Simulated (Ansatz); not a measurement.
# BH5O (B(H2O)H3) at wB97X/STO-3G

What is the electronic atomisation energy of BH5O (B(H2O)H3) at wB97X/STO-3G? 

The results are computed with Ansatz 0.2.0.

53 further runs of the same task are left out: 53 set aside as unsound or not needed.

## (1) The structure to begin with

BH5O: 7 atoms, total charge 0, spin state singlet. SMILES: `[H]B([H])([H])<-O`. The coordinates come from a GFN2-xTB relaxation.

Bond lengths: B1–O2 1.700 Å, O2–H3 0.963 Å, O2–H4 0.962 Å, B1–H5 1.182 Å, B1–H6 1.191 Å, B1–H7 1.182 Å. Angles: B1–O2–H3 102.2°, B1–O2–H4 102.2°, O2–B1–H5 103.7°, O2–B1–H6 104.3°, O2–B1–H7 103.7°, H3–O2–H4 109.6°, H5–B1–H6 114.2°, H5–B1–H7 114.8°, H6–B1–H7 114.2°.

## (2) A single-point energy at wB97X/STO-3G

The input, input.yaml:

```yaml
crystal:
  periodic: [false, false, false]
  atoms:
    - {symbol: B, position_ang: [0.067800, -0.111690, -0.668890]}
    - {symbol: O, position_ang: [0.100820, -0.146640, 1.030730]}
    - {symbol: H, position_ang: [-0.836060, -0.142600, 1.252490]}
    - {symbol: H, position_ang: [0.486320, 0.708910, 1.244780]}
    - {symbol: H, position_ang: [1.210120, -0.068530, -0.970290]}
    - {symbol: H, position_ang: [-0.544260, 0.876330, -0.930190]}
    - {symbol: H, position_ang: [-0.484730, -1.115770, -0.958620]}
basis:
  gaussian:
    orbitals: STO-3G
hamiltonian:
  xc: {name: wB97X}
accuracy: high
```

On the command line:

```sh
$ ansatz run input.yaml --threads 1 --pin off --max-ram 2610MiB --events-out events.jsonl --progress --plain --runs-dir runs
```

What it wrote:

```text
Warning: RAYON_NUM_THREADS=1 ignored (pool sized by the plan → 1); use --threads N
Functional definition: wB97X
  name "wB97X"
  parameter omega = 0.3/bohr
  parameter cx = 0.157706
  parameter cx1 = 0.726479
  parameter cx2 = 1.04760
  parameter cx3 = -5.70635
  parameter cx4 = 13.2794
  parameter css1 = -4.33879
  parameter css2 = 18.2308
  parameter css3 = -31.7430
  parameter css4 = 17.2901
  parameter cos1 = 2.37031
  parameter cos2 = -11.3995
  parameter cos3 = 6.58405
  parameter cos4 = -3.78132
  exchange = spin_sum(e_x_unif_sr(omega)*poly(b97_u_x, 1 - cx, cx1, cx2, cx3, cx4)) + cx*exact_x_sr(omega)
      + exact_x_lr(omega)
  correlation = spin_sum(e_c_pw_same_spin*poly(b97_u_same, 1, css1, css2, css3, css4))
      + integral(e_c_pw_opposite_spin*poly(b97_u_opposite, 1, cos1, cos2, cos3, cos4))
251 factors; integrals over basis functions are off by at most 5.0e-8 eV
141 factors; integrals over basis functions are off by at most 1.4e-9 eV
mean field evaluation 1: about -2766.0498 eV, gradient 1.1e1 eV
mean field evaluation 2: about -2766.6333 eV, gradient 2.3e0 eV
mean field evaluation 4: about -2766.6587 eV, gradient 7.4e-2 eV
mean field evaluation 8: about -2766.6203 eV, gradient 5.8e-4 eV
mean field evaluation 16: about -2766.6203 eV, gradient 5.0e-8 eV
mean field -2766.62034613 eV, -101.6714224376 hartree, gradient 5.0e-8 eV, S^2 0.000000; 0 other end points of the search recorded, 0 dependent functions left out
reference -2766.62034446 eV, -101.6714223764 hartree; 9, 9 occupied and 6, 6 virtual orbitals, 251 factors
Total energy: -2766.62034446 eV, -101.6714223764 hartree
```

Run time: 3.6 s. Hardware: 1 thread of Arm Neoverse V2, shared host; peak memory 0.23 GiB.

## (3) The B atom

The input, input.yaml:

```yaml
crystal:
  periodic: [false, false, false]
  atoms:
    - {symbol: B, position_ang: [0.000000, 0.000000, 0.000000]}
basis:
  gaussian:
    orbitals: STO-3G
magnetization:
  spin_polarized: true
  initial_magnetization: 1
hamiltonian:
  xc: {name: wB97X}
accuracy: high
```

On the command line:

```sh
$ ansatz run input.yaml --threads 1 --pin off --max-ram 2610MiB --events-out events.jsonl --progress --plain --runs-dir runs
```

What it wrote, shortened:

```text
Warning: RAYON_NUM_THREADS=1 ignored (pool sized by the plan → 1); use --threads N
[... 2 set-up lines as earlier in the session ...]
[...]
      + exact_x_lr(omega)
[...]
      + integral(e_c_pw_opposite_spin*poly(b97_u_opposite, 1, cos1, cos2, cos3, cos4))
15 factors; integrals over basis functions are off by at most 8.9e-10 eV
15 factors; integrals over basis functions are off by at most 3.7e-10 eV
[...]
mean field -660.45154739 eV, -24.2711466966 hartree, gradient 0.0e0 eV, S^2 0.750000; 0 other end points of the search recorded, 0 dependent functions left out
reference -660.45154666 eV, -24.2711466698 hartree; 3, 2 occupied and 2, 3 virtual orbitals, 15 factors
Total energy: -660.45154666 eV, -24.2711466698 hartree
```

Run time: 0.58 s. Hardware: 1 thread of Arm Neoverse V2, shared host; peak memory 0.13 GiB.

## (4) The H atom, same level

The input, input.yaml:

```yaml
crystal:
  periodic: [false, false, false]
  atoms:
    - symbol: H
      position_ang: [0.000000, 0.000000, 0.000000]
basis:
  gaussian: {orbitals: STO-3G}
total_charge: 0
accuracy: high
magnetization: {spin_polarized: true, initial_magnetization: 1}
hamiltonian: {xc: {name: wB97X}}
```

Run the same way, it converges to -0.46692 Eh (log not shown).

## (5) The O atom

The input, run.yaml:

```yaml
crystal:
  periodic: [false, false, false]
  atoms:
    - {symbol: O, position_ang: [0.000000, 0.000000, 0.000000]}
basis:
  gaussian: {orbitals: STO-3G}
magnetization: {spin_polarized: true, initial_magnetization: 2}
hamiltonian: {xc: {name: wB97X}}
accuracy: high
```

On the command line:

```sh
$ ansatz run run.yaml --threads 1 --pin off --max-ram 2610MiB --events-out events.jsonl --progress --plain --runs-dir runs
```

What it wrote, shortened:

```text
Warning: RAYON_NUM_THREADS=1 ignored (pool sized by the plan → 1); use --threads N
[... 2 set-up lines as earlier in the session ...]
[...]
      + exact_x_lr(omega)
[...]
      + integral(e_c_pw_opposite_spin*poly(b97_u_opposite, 1, cos1, cos2, cos3, cos4))
15 factors; integrals over basis functions are off by at most 1.1e-9 eV
15 factors; integrals over basis functions are off by at most 3.1e-10 eV
[...]
mean field -2014.62968044 eV, -74.0362751911 hartree, gradient 0.0e0 eV, S^2 2.000000; 0 other end points of the search recorded, 0 dependent functions left out
reference -2014.62968021 eV, -74.0362751826 hartree; 5, 3 occupied and 0, 2 virtual orbitals, 15 factors
Total energy: -2014.62968021 eV, -74.0362751826 hartree
```

Run time: 0.56 s. Hardware: 1 thread of Arm Neoverse V2, shared host; peak memory 0.13 GiB.

## (6) Outcome

Level: wB97X/STO-3G.

```
                     quantity          value
       molecule: total energy  -101.67142 Eh
         B atom: total energy   -24.27115 Eh
                 B atom: ⟨S²⟩          0.750
         H atom: total energy    -0.46692 Eh
                 H atom: ⟨S²⟩          0.750
         O atom: total energy   -74.03628 Eh
                 O atom: ⟨S²⟩          2.000
electronic atomisation energy      28.011 eV
```

In words: Taking the molecule apart into free atoms costs 28.01 eV (646 kcal/mol), before zero-point energy and without spin-orbit coupling. In a minimal basis such a difference can be off by several eV, whatever the method.
